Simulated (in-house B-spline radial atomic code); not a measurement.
**Mercury with and without its core**

A pseudopotential made with a local or semilocal functional is often used under other methods. How large is the error for mercury?

Each job solves three atoms with an in-house B-spline radial code, non-relativistic and spherical, high spin: all electrons (AE), all electrons with the core left uncorrelated (FC), and the pseudo-atom (PS, semilocal channels for the l listed, the local potential above). Empty states run to l = 8; the Hartree-Fock start is not run with a model core. The AE exchange self-energy holds core-valence exchange, which PS lacks and its potential largely offsets, so that difference is no error by itself. The code writes a record and no log. All values are calculated.

## Step 1: Hg²⁺, LDA, core 1s 2s 2p 3s 3p 3d 4s 4p 4d 4f 5s 5p, radii × 1, model core, made in [Xe] 4f14 5d10 6s2

The input, settings:

```
Z = 80
electrons = 78.0
configuration = [Xe] 4f14 5d10
generated_in = [Xe] 4f14 5d10 6s2
functional = lda,vwn
core_shells = 12
radius_factor = 1.0
core_correction = True
ion_configuration = None
```

From the record: radii s 2.504, p 3.378, d 1.151, local 1.485, model core 1.021 bohr. Reference levels, all-electron and pseudo (hartree): 5d -0.45255, -0.45255; 6s -0.20514, -0.20514.

Levels in eV; differences are from AE. Left out are levels of quasi-particle weight under 0.75 (0.6 for the top and for empty ones), unbound levels and those not matched in AE and PS.

```tsv
start	level	mean field AE	PS − AE	G0W0 AE	FC − AE	PS − AE	exchange self-energy PS − AE
LDA	5d	-29.87	+0.06	-36.76	-0.20	+2.71	+14.75
LDA	6s (empty)	-20.23	-0.05	-16.18	+0.13	-0.80	+1.62
PBE0	5d	-31.60	+1.27	-36.72	-0.21	+3.24	+15.15
PBE0	6s (empty)	-18.53	-0.46	-16.02	+0.12	-0.93	+1.26
```

```tsv
start	valence RPA correlation, FC (hartree)	PS (hartree)	RPA polarisability (no kernel), AE (bohr³)	PS (bohr³)	ionisation by RPA, AE (eV)	PS − AE (eV)
LDA	-0.4986	-0.8976	6.55	6.91	–	–
PBE0	-0.4701	-0.8610	5.86	6.88	–	–
```

It took 32 s on 1 thread of Arm Neoverse N1, shared host.

Its core holds an angular momentum without a channel of its own, so the local potential lets valence electrons into it.

## Step 2: Hg²⁺, PBE, core 1s 2s 2p 3s 3p 3d 4s 4p 4d 4f 5s 5p, radii × 1.15, made in [Xe] 4f14 5d10 6s2

The input, settings:

```
Z = 80
electrons = 78.0
configuration = [Xe] 4f14 5d10
generated_in = [Xe] 4f14 5d10 6s2
functional = pbe,pbe
core_shells = 12
radius_factor = 1.15
core_correction = False
ion_configuration = None
```

From the record: radii s 2.915, p 3.4, d 1.324, local 1.635 bohr. Reference levels, all-electron and pseudo (hartree): 5d -0.44603, -0.44603; 6s -0.19453, -0.19453.

Levels in eV; differences are from AE. Left out are levels of quasi-particle weight under 0.75 (0.6 for the top and for empty ones), unbound levels and those not matched in AE and PS.

```tsv
start	level	mean field AE	PS − AE	G0W0 AE	FC − AE	PS − AE	exchange self-energy PS − AE
PBE	5d	-29.59	+0.06	-36.65	-0.21	+3.21	+14.71
PBE	6s (empty)	-19.90	+0.03	-16.19	+0.13	-0.59	+1.41
PBE0	5d	-31.60	+0.86	-36.72	-0.21	+2.87	+14.93
PBE0	6s (empty)	-18.53	-0.30	-16.02	+0.12	-0.78	+1.18
Hartree-Fock	5d	-36.54	+3.35	-36.85	-0.17	+1.93	+15.40
Hartree-Fock	6s (empty)	-14.34	-0.93	-15.62	+0.10	-1.25	+0.49
```

```tsv
start	valence RPA correlation, FC (hartree)	PS (hartree)	RPA polarisability (no kernel), AE (bohr³)	PS (bohr³)	ionisation by RPA, AE (eV)	PS − AE (eV)
PBE	-0.4975	-0.8765	6.56	6.87	–	–
PBE0	-0.4701	-0.8427	5.86	6.58	–	–
Hartree-Fock	-0.4067	-0.7550	4.65	6.13	–	–
```

Run time: 35 s. Hardware: 1 thread of Arm Neoverse N1, shared host.

Its core holds an angular momentum without a channel of its own, so the local potential lets valence electrons into it.

## Step 3: Hg²⁺, PBE, core 1s 2s 2p 3s 3p 3d 4s 4p 4d 4f 5s 5p, radii × 1.15, model core, made in [Xe] 4f14 5d10 6s2

Edit settings of step 2 so:

```diff
@@ -7,3 +7,3 @@
 radius_factor = 1.15
-core_correction = False
+core_correction = True
 ion_configuration = None
```

From the record: radii s 2.915, p 3.4, d 1.324, local 1.635, model core 1.021 bohr. Reference levels, all-electron and pseudo (hartree): 5d -0.44603, -0.44603; 6s -0.19453, -0.19453.

Levels in eV; differences are from AE. Left out are levels of quasi-particle weight under 0.75 (0.6 for the top and for empty ones), unbound levels and those not matched in AE and PS.

```tsv
start	level	mean field AE	PS − AE	G0W0 AE	FC − AE	PS − AE	exchange self-energy PS − AE
PBE	5d	-29.59	+0.01	-36.65	-0.21	+3.17	+14.72
PBE	6s (empty)	-19.90	-0.06	-16.19	+0.13	-0.68	+1.40
PBE0	5d	-31.60	+1.25	-36.72	-0.21	+3.30	+15.17
PBE0	6s (empty)	-18.53	-0.45	-16.02	+0.12	-0.94	+1.14
```

```tsv
start	valence RPA correlation, FC (hartree)	PS (hartree)	RPA polarisability (no kernel), AE (bohr³)	PS (bohr³)	ionisation by RPA, AE (eV)	PS − AE (eV)
PBE	-0.4975	-0.8763	6.56	6.89	–	–
PBE0	-0.4701	-0.8409	5.86	6.88	–	–
```

Wall time 34 s (1 thread of Arm Neoverse N1, shared host).

Its core holds an angular momentum without a channel of its own, so the local potential lets valence electrons into it.

## Step 4: Hg²⁺, PBE, core 1s 2s 2p 3s 3p 3d 4s 4p 4d 4f 5s 5p, radii × 1.3, made in [Xe] 4f14 5d10 6s2

Edit settings of step 3 so:

```diff
@@ -6,4 +6,4 @@
 core_shells = 12
-radius_factor = 1.15
-core_correction = True
+radius_factor = 1.3
+core_correction = False
 ion_configuration = None
```

From the record: radii s 3.296, p 3.4, d 1.497, local 1.782 bohr. Reference levels, all-electron and pseudo (hartree): 5d -0.44603, -0.44603; 6s -0.19453, -0.19453.

Levels in eV; differences are from AE. Left out are levels of quasi-particle weight under 0.75 (0.6 for the top and for empty ones), unbound levels and those not matched in AE and PS.

```tsv
start	level	mean field AE	PS − AE	G0W0 AE	FC − AE	PS − AE	exchange self-energy PS − AE
PBE	5d	-29.59	-0.04	-36.65	-0.21	+3.20	+14.69
PBE	6s (empty)	-19.90	-0.03	-16.19	+0.13	-0.62	+1.14
PBE0	5d	-31.60	+0.77	-36.72	-0.21	+2.86	+14.91
PBE0	6s (empty)	-18.53	-0.35	-16.02	+0.12	-0.83	+0.94
Hartree-Fock	5d	-36.54	+3.25	-36.85	-0.17	+1.90	+15.38
Hartree-Fock	6s (empty)	-14.34	-0.95	-15.62	+0.10	-1.30	+0.34
```

```tsv
start	valence RPA correlation, FC (hartree)	PS (hartree)	RPA polarisability (no kernel), AE (bohr³)	PS (bohr³)	ionisation by RPA, AE (eV)	PS − AE (eV)
PBE	-0.4975	-0.8557	6.56	6.82	–	–
PBE0	-0.4701	-0.8231	5.86	6.53	–	–
Hartree-Fock	-0.4067	-0.7385	4.65	6.08	–	–
```

It took 36 s on 1 thread of Arm Neoverse N1, shared host.

Its core holds an angular momentum without a channel of its own, so the local potential lets valence electrons into it.

## Step 5: Hg²⁺, PBE, core 1s 2s 2p 3s 3p 3d 4s 4p 4d 4f 5s 5p, radii × 1.3, model core

The input, settings:

```
Z = 80
electrons = 78.0
configuration = [Xe] 4f14 5d10
generated_in = [Xe] 4f14 5d10
functional = pbe,pbe
core_shells = 12
radius_factor = 1.3
core_correction = True
ion_configuration = None
```

From the record: radii s 3.014, p 3.4, d 1.497, local 1.782, model core 1.021 bohr. Reference levels, all-electron and pseudo (hartree): 5d -1.08751, -1.08751.

Levels in eV; differences are from AE. Left out are levels of quasi-particle weight under 0.75 (0.6 for the top and for empty ones), unbound levels and those not matched in AE and PS.

```tsv
start	level	mean field AE	PS − AE	G0W0 AE	FC − AE	PS − AE	exchange self-energy PS − AE
PBE	5d	-29.59	+0.00	-36.65	-0.21	+3.24	+14.70
PBE	6s (empty)	-19.90	-0.00	-16.19	+0.13	-0.60	+1.43
PBE0	5d	-31.60	+1.24	-36.72	-0.21	+3.38	+15.15
PBE0	6s (empty)	-18.53	-0.39	-16.02	+0.12	-0.86	+1.18
```

```tsv
start	valence RPA correlation, FC (hartree)	PS (hartree)	RPA polarisability (no kernel), AE (bohr³)	PS (bohr³)	ionisation by RPA, AE (eV)	PS − AE (eV)
PBE	-0.4975	-0.8470	6.56	6.85	–	–
PBE0	-0.4701	-0.8142	5.86	6.84	–	–
```

It took 34 s on 1 thread of Arm Neoverse N1, shared host.

Its core holds an angular momentum without a channel of its own, so the local potential lets valence electrons into it.

## Step 6: Results

Of the filled levels shown, the one that moves most in G0W0 on the functional of the generation (eV):

| pseudo-atom | level | PS − AE | FC − AE | exchange self-energy PS − AE |
| --- | --- | --- | --- | --- |
| Hg²⁺, LDA, core 1s 2s 2p 3s 3p 3d 4s 4p 4d 4f 5s 5p, radii × 1, model core, made in [Xe] 4f14 5d10 6s2 | 5d | +2.71 | -0.20 | +14.75 |
| Hg²⁺, PBE, core 1s 2s 2p 3s 3p 3d 4s 4p 4d 4f 5s 5p, radii × 1.15, made in [Xe] 4f14 5d10 6s2 | 5d | +3.21 | -0.21 | +14.71 |
| Hg²⁺, PBE, core 1s 2s 2p 3s 3p 3d 4s 4p 4d 4f 5s 5p, radii × 1.15, model core, made in [Xe] 4f14 5d10 6s2 | 5d | +3.17 | -0.21 | +14.72 |
| Hg²⁺, PBE, core 1s 2s 2p 3s 3p 3d 4s 4p 4d 4f 5s 5p, radii × 1.3, made in [Xe] 4f14 5d10 6s2 | 5d | +3.20 | -0.21 | +14.69 |
| Hg²⁺, PBE, core 1s 2s 2p 3s 3p 3d 4s 4p 4d 4f 5s 5p, radii × 1.3, model core | 5d | +3.24 | -0.21 | +14.70 |

For these levels the shift runs from 2.71 eV (Hg²⁺, LDA, core 1s 2s 2p 3s 3p 3d 4s 4p 4d 4f 5s 5p, radii × 1, model core, made in [Xe] 4f14 5d10 6s2) to 3.24 eV (Hg²⁺, PBE, core 1s 2s 2p 3s 3p 3d 4s 4p 4d 4f 5s 5p, radii × 1.3, model core). On other starts it reaches +3.38 eV (5d, PBE0). Leaving the core uncorrelated explains little of it; the rest belongs to the pseudopotential itself, whose orbitals are smooth and whose core-valence exchange stays at the level of its own functional. The warnings of steps 1, 2, 3, 4, 5 apply, and can be the main cause there. Without relativity so heavy an atom is a model system. The radii follow a simple rule and aren't optimised.
